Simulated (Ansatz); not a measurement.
# CH₆AuNO: how energies converge with the basis set

One table from this session's results is given with a row withheld; the runs are named, their logs left out.

Program: Ansatz 0.2.0, Gaussian basis. Level of theory: one geometry, several basis sets. These are calculated values, not measurements.

Plan: PBE0-D4/def2-SVP; ωB97M-V/def2-SVP; PBE0-D4/def2-QZVPP; ωB97M-V/def2-QZVPP; the functionals' def2-TZVPP values are taken from earlier runs.

**Structure used throughout**

An earlier PBE0-D4 in a triple-zeta def2 set relaxation fixed the geometry. Au takes the def2 core potential; no spin-orbit term is included.

SMILES `C[O][Au-][NH3+]`, 10 atoms, charge 0, spin multiplicity 1.

Atoms are counted from 1 here; the program's logs count them from 0.

Bond lengths: C1–O2 1.394 Å, C1–H5 1.102 Å, C1–H6 1.102 Å, C1–H7 1.099 Å, O2–Au3 1.950 Å, Au3–N4 2.072 Å, N4–H8 1.015 Å, N4–H9 1.015 Å, N4–H10 1.015 Å. Angles: O2–C1–H5 113.5°, O2–C1–H6 113.5°, O2–C1–H7 108.1°, H5–C1–H6 107.2°, H5–C1–H7 107.0°, H6–C1–H7 107.1°, C1–O2–Au3 118.0°, O2–Au3–N4 176.4°, Au3–N4–H8 111.2°, Au3–N4–H9 110.7°, Au3–N4–H10 110.9°, H8–N4–H9 107.9°, H8–N4–H10 108.0°, H9–N4–H10 107.9°.

Coordinates:

```
C    -0.3828    1.7809   -1.4750
O     0.7288    1.2743   -0.8039
Au    0.4759   -0.2844    0.3401
N     0.3335   -1.9354    1.5837
H    -0.8379    1.0637   -2.1763
H    -1.1813    2.1305   -0.8016
H    -0.0576    2.6479   -2.0667
H     0.4143   -1.6688    2.5596
H    -0.5594   -2.4014    1.4602
H     1.0664   -2.6074    1.3799
```

The first run:

The input, in.yaml:

```yaml
crystal:
  periodic: [false, false, false]
  atoms:
    - {symbol: C, position_ang: [-0.382785, 1.780871, -1.474963]}
    - {symbol: O, position_ang: [0.728810, 1.274329, -0.803927]}
    - {symbol: Au, position_ang: [0.475934, -0.284385, 0.340120]}
    - {symbol: N, position_ang: [0.333460, -1.935397, 1.583680]}
    - {symbol: H, position_ang: [-0.837910, 1.063708, -2.176299]}
    - {symbol: H, position_ang: [-1.181315, 2.130530, -0.801610]}
    - {symbol: H, position_ang: [-0.057597, 2.647911, -2.066686]}
    - {symbol: H, position_ang: [0.414339, -1.668804, 2.559602]}
    - {symbol: H, position_ang: [-0.559391, -2.401373, 1.460169]}
    - {symbol: H, position_ang: [1.066444, -2.607390, 1.379925]}
basis:
  gaussian: {orbitals: def2-SVP}
hamiltonian: {xc: pbe0, dispersion: d4}
output: {orbitals: {seedname: orbitals}}
```

Command:

```
$ ansatz run in.yaml --threads 4 --pin off --events-out ev --progress --plain --max-ram 10444MiB
```

Steps of the session up to this table: PBE0-D4 in def2-SVP; ωB97M-V in def2-SVP; PBE0-D4 in def2-QZVPP; ωB97M-V in def2-QZVPP.

One table of the session follows, with a row left open; its other results are not shown here.

It belongs to the step «Density functionals: the series». 

| functional | basis | HOMO (eV) |
| --- | --- | --- |
| PBE0-D4 | def2-SVP | -5.49 |
| PBE0-D4 | def2-TZVPP | -5.68 |
| PBE0-D4 | def2-QZVPP | ? |
| ωB97M-V | def2-SVP | -7.82 |
| ωB97M-V | def2-TZVPP | -8.01 |
| ωB97M-V | def2-QZVPP | -8.07 |

Q: Estimate the row for PBE0-D4, def2-QZVPP from the others.

The run gave: HOMO (eV): -5.73. In the column «HOMO (eV)» it lies between ωB97M-V, def2-SVP (-7.82) and PBE0-D4, def2-TZVPP (-5.68).
